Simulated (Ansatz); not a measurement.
# C3H3Ga (SMILES [CH3][Ga]1[C]#[C]1): one structure at several levels

A test off equilibrium: a structure displaced at random from a GFN2-xTB minimum is computed at several levels, and each is set against CCSD(T).

Computed with Ansatz 0.2.0, Gaussian basis. Level: single points in def2-TZVPP.

Cores are frozen in the correlated methods. Filled d shells of the heavier atoms are correlated.

### 1 Where the work starts

SMILES `[CH3][Ga]1[C]#[C]1`, 7 atoms, charge 0, spin multiplicity 1.

Atoms are counted from 1 here; the program's logs count them from 0.

Bond lengths: C1–Ga2 2.089 Å, C1–H5 1.045 Å, C1–H6 1.120 Å, C1–H7 1.163 Å, Ga2–C3 2.020 Å, Ga2–C4 1.990 Å, C3–C4 1.293 Å. Angles: Ga2–C1–H5 107.0°, Ga2–C1–H6 104.9°, Ga2–C1–H7 109.1°, H5–C1–H6 113.4°, H5–C1–H7 111.5°, H6–C1–H7 110.5°, C1–Ga2–C3 159.2°, C1–Ga2–C4 163.2°, C3–Ga2–C4 37.6°, Ga2–C3–C4 69.9°, Ga2–C4–C3 72.4°.

Coordinates:

```xyz
7

C    -0.4980    1.0722   -0.5583
Ga    0.2633   -0.6774    0.2924
C     1.2047   -1.8789    1.6148
C     0.7409   -2.5789    0.6319
H    -0.1555    1.1071   -1.5448
H    -0.0983    1.9004    0.0816
H    -1.6595    1.0449   -0.5112
```

### 2 CCSD(T)/def2-TZVPP

run/in.yaml reads:

```yaml
crystal:
  periodic: [false, false, false]
  atoms:
    - {symbol: C, position_ang: [-0.498000, 1.072200, -0.558300]}
    - {symbol: Ga, position_ang: [0.263300, -0.677400, 0.292400]}
    - {symbol: C, position_ang: [1.204700, -1.878900, 1.614800]}
    - {symbol: C, position_ang: [0.740900, -2.578900, 0.631900]}
    - {symbol: H, position_ang: [-0.155500, 1.107100, -1.544800]}
    - {symbol: H, position_ang: [-0.098300, 1.900400, 0.081600]}
    - {symbol: H, position_ang: [-1.659500, 1.044900, -0.511200]}
basis:
  gaussian: {orbitals: def2-TZVPP}
correlation: {method: ccsd_t}
output: {forces: true}
```

No record of the launch command was kept for these runs.

### 3 PBE0-D4/def2-TZVPP

Edit run/in.yaml of step 2 so:

```diff
@@ -12,3 +12,3 @@
   gaussian: {orbitals: def2-TZVPP}
-correlation: {method: ccsd_t}
-output: {forces: true}
+hamiltonian: {xc: pbe0, dispersion: d4}
+output: {forces: true, orbitals: {seedname: orbitals}}
```

### 4 wB97M-V/def2-TZVPP

Edit run/in.yaml of step 3 so:

```diff
@@ -12,3 +12,3 @@
   gaussian: {orbitals: def2-TZVPP}
-hamiltonian: {xc: pbe0, dispersion: d4}
-output: {forces: true, orbitals: {seedname: orbitals}}
+hamiltonian: {xc: {name: wB97M-V}}
+output: {forces: true}
```

### 5 r2SCAN-D4/def2-TZVPP

Edit run/in.yaml of step 4 so:

```diff
@@ -12,3 +12,3 @@
   gaussian: {orbitals: def2-TZVPP}
-hamiltonian: {xc: {name: wB97M-V}}
+hamiltonian: {xc: r2scan, dispersion: d4}
 output: {forces: true}
```

### 6 PBE-D4/def2-TZVPP

Edit run/in.yaml of step 5 so:

```diff
@@ -12,3 +12,3 @@
   gaussian: {orbitals: def2-TZVPP}
-hamiltonian: {xc: r2scan, dispersion: d4}
+hamiltonian: {xc: pbe, dispersion: d4}
 output: {forces: true}
```

### 7 HSE06-D4/def2-TZVPP

Edit run/in.yaml of step 6 so:

```diff
@@ -12,3 +12,3 @@
   gaussian: {orbitals: def2-TZVPP}
-hamiltonian: {xc: pbe, dispersion: d4}
+hamiltonian: {xc: hse06, dispersion: d4}
 output: {forces: true}
```

### 8 revPBE-D4/def2-TZVPP

Edit run/in.yaml of step 7 so:

```diff
@@ -12,3 +12,3 @@
   gaussian: {orbitals: def2-TZVPP}
-hamiltonian: {xc: hse06, dispersion: d4}
+hamiltonian: {xc: {name: revPBE}, dispersion: d4}
 output: {forces: true}
```

(Steps that only read results are left out.)

**Question.** What will these runs give? Wanted: energy less free atoms, CCSD(T)/def2-TZVPP; RMS force component; RMS force error; HOMO and LUMO, PBE0-D4; T1 diagnostic.

**Answer**, as computed:

```
                                  quantity                                                                                              value
energy less free atoms, CCSD(T)/def2-TZVPP                                                                                         -26.454 eV
                       RMS force component                                                               0.969 to 1.134 eV/Å over the methods
                           RMS force error  PBE0-D4 0.298, wB97M-V 0.394, r2SCAN-D4 0.247, PBE-D4 0.119, HSE06-D4 0.290, revPBE-D4 0.126 eV/Å
                    HOMO and LUMO, PBE0-D4                                                                                 -6.78 and -1.95 eV
                             T1 diagnostic                                                                                              0.018
```

In words: Against CCSD(T) the functionals' energies less atoms differ by -1.475 to -0.587 eV, PBE-D4 by -1.475 eV. A larger basis would deepen the CCSD(T) value, while the functionals are nearly converged already, so the order here is not reliable. The forces of PBE-D4 come nearest to CCSD(T), those of wB97M-V are farthest. Frozen-core CCSD(T) forces in triple zeta carry basis errors of their own, and this is one geometry, so small gaps rank nothing.
